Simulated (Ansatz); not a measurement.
# C3HN3Sn: how energies converge with the basis set

How large a basis does C3HN3Sn need? Two functionals are run in growing sets.

Method: one geometry, several basis sets; program: Ansatz 0.2.0, Gaussian basis.

Plan: PBE0-D4/def2-SVP; ωB97M-V/def2-SVP; PBE0-D4/def2-QZVPP; ωB97M-V/def2-QZVPP; the functionals' def2-TZVPP values are taken from earlier runs.

### 1 The relaxed structure

All runs share one geometry, relaxed beforehand with PBE0-D4 in a triple-zeta def2 set. Sn takes the def2 core potential; no spin-orbit term is included.

SMILES `N#[C][SnH]([C]#N)[C]#N`, 8 atoms, charge 0, spin multiplicity 1.

Atoms are counted from 1 here; the program's logs count them from 0.

Bond lengths: N1–C2 1.151 Å, C2–Sn3 2.085 Å, Sn3–C4 2.085 Å, Sn3–C6 2.085 Å, Sn3–H8 1.681 Å, C4–N5 1.151 Å, C6–N7 1.151 Å. Angles: N1–C2–Sn3 178.3°, C2–Sn3–C4 106.7°, C2–Sn3–C6 106.7°, C2–Sn3–H8 112.1°, C4–Sn3–C6 106.7°, C4–Sn3–H8 112.1°, C6–Sn3–H8 112.1°, Sn3–C4–N5 178.3°, Sn3–C6–N7 178.3°.

### 2 PBE0-D4 in def2-SVP

in.yaml

```yaml
crystal:
  periodic: [false, false, false]
  atoms:
    - {symbol: N, position_ang: [2.368333, -1.794104, 0.858420]}
    - {symbol: C, position_ang: [1.394216, -1.229273, 0.619300]}
    - {symbol: Sn, position_ang: [-0.401626, -0.248224, 0.218602]}
    - {symbol: C, position_ang: [-0.584759, -0.155895, -1.856487]}
    - {symbol: N, position_ang: [-0.717206, -0.120259, -2.999426]}
    - {symbol: C, position_ang: [-0.175385, 1.713427, 0.888554]}
    - {symbol: N, position_ang: [-0.076468, 2.791681, 1.279325]}
    - {symbol: H, position_ang: [-1.714908, -1.014455, 0.935910]}
basis:
  gaussian: {orbitals: def2-SVP}
hamiltonian: {xc: pbe0, dispersion: d4}
output: {orbitals: {seedname: orbitals}}
```

The run is started by

```
$ ansatz run in.yaml --threads 4 --pin off --events-out ev --progress --plain --max-ram 10444MiB
```

Further steps of the session: ωB97M-V in def2-SVP; PBE0-D4 in def2-QZVPP; ωB97M-V in def2-QZVPP.

**Question.** What will the summary of the whole plan be? Wanted: PBE0-D4: double and triple zeta above quadruple; ωB97M-V: double and triple zeta above quadruple.

As calculated:

| quantity | value |
| --- | --- |
| PBE0-D4: double and triple zeta above quadruple | 9.50, 0.43 eV |
| ωB97M-V: double and triple zeta above quadruple | 9.74, 0.39 eV |

In words: PBE0-D4 gains 9.07 eV from double to triple zeta, then 0.43 eV more. Total energies overstate the basis error of differences, where much of it tends to cancel.
